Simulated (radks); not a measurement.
# Nuclear size and the levels of Ru³⁺

The task here is to estimate one member of a computed series from the others.

Method: Dirac Kohn-Sham, PBE, spin-unpolarised, spherical densities, finite nucleus; open shells are shared between the two j in proportion to 2j + 1. Code: radks (a radial shooting solver on a logarithmic mesh, Libxc functionals) version 1.

## The system

* element: ruthenium (Z = 44)
* charge: +3
* electrons: 41
* configuration: [Kr] 4d5
* nuclear rms radius: 4.4809 fm

Outer shells as boxes (Hund's rule):

Ru³⁺
```
[Kr] core
4d [↑ ][↑ ][↑ ][↑ ][↑ ]
```

The first run:

Settings of this run:

```text
Z 44
configuration [Kr] 4d5 5s0 5p0
relativity Dirac
functional pbe,pbe
spin unpolarised
j_filling average
nucleus finite rms 4.4809 fm
c 137.035999084
```

Started as:

```bash
$ python run_ks.py task.json out
```

The same process makes all the runs of this session.

Among the steps run: rms radius 4.4809 fm.

One table of the session follows, with a row left open; its other results are not shown here.

Sizes of the orbitals, from the radial functions (bohr):

| level | <r> | outermost maximum (interpolated) | 90 % within | nodes |
| --- | --- | --- | --- | --- |
| 4s1/2 | 1.010 | 0.913 | 1.47 | 3 |
| 4p1/2 | 1.089 | 0.962 | 1.61 | 2 |
| 4p3/2 | 1.118 | 0.986 | 1.65 | 2 |
| 4d3/2 | 1.431 | 1.16 | 2.22 | 1 |
| 4d5/2 | ? | ? | ? | ? |
| 5s1/2 | 2.534 | 2.30 | 3.63 | 4 |
| 5p1/2 | 2.900 | 2.63 | 4.16 | 3 |
| 5p3/2 | 2.958 | 2.69 | 4.24 | 3 |

Estimate the missing values for 4d5/2.

**Answer.** <r>: 1.444; outermost maximum (interpolated): 1.17; 90 % within: 2.24; nodes: 1. In the column «<r>» it lies between 4d3/2 (1.431) and 5s1/2 (2.534).
